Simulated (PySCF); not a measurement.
# C6H7ClO3: the cost of one run

Programs: PySCF 2.14.0, with routines of our own; each step states its level. All values are computed. Atoms count from 0.

## 1. The starting structure

17 atoms, charge 0, multiplicity 1; geometry from: GFN2-xTB.

## 2. Magnetic properties: GIAO B3LYP/pcSseg-1

The job: settings as JSON, then the geometry in Å.

```
{"job": {"kind": "mag", "xc": "B3LYP", "basis": "pcSseg-1", "isotopologues": 0}, "charge": 0, "multiplicity": 1}
C     -0.734598     1.115691    -1.114513
C     -0.184220     0.307350     0.055565
C     -1.286894     0.007713     1.073926
O     -1.212126     0.199937     2.251815
O     -2.357020    -0.545770     0.489563
C      0.483758    -1.029356    -0.374491
C      1.843045    -0.907400     0.251251
C      1.929770     0.284886     0.829273
Cl     3.233381     0.977003     1.664439
O      0.828440     1.070778     0.722065
H     -1.530231     0.561578    -1.603526
H      0.064985     1.313992    -1.823677
H     -1.122420     2.064692    -0.753212
H     -3.035670    -0.742615     1.155790
H     -0.067604    -1.895861    -0.004542
H      0.542562    -1.106648    -1.462943
H      2.597843    -1.663939     0.213143
```

With the program's defaults for keys left out, this is: GIAO B3LYP/pcSseg-1 magnetisability, rotational g tensor and spin-rotation constants, non-relativistic, gas phase.

Started as:

```sh
$ OMP_NUM_THREADS=1 python excited_run.py task.json out
```

This one command runs all jobs of the session in turn.

**Question.** How long does this first job take on 1 thread of Arm Neoverse V2, shared host, and how much memory does it need?

About 65 s, with a peak of 1 GiB.
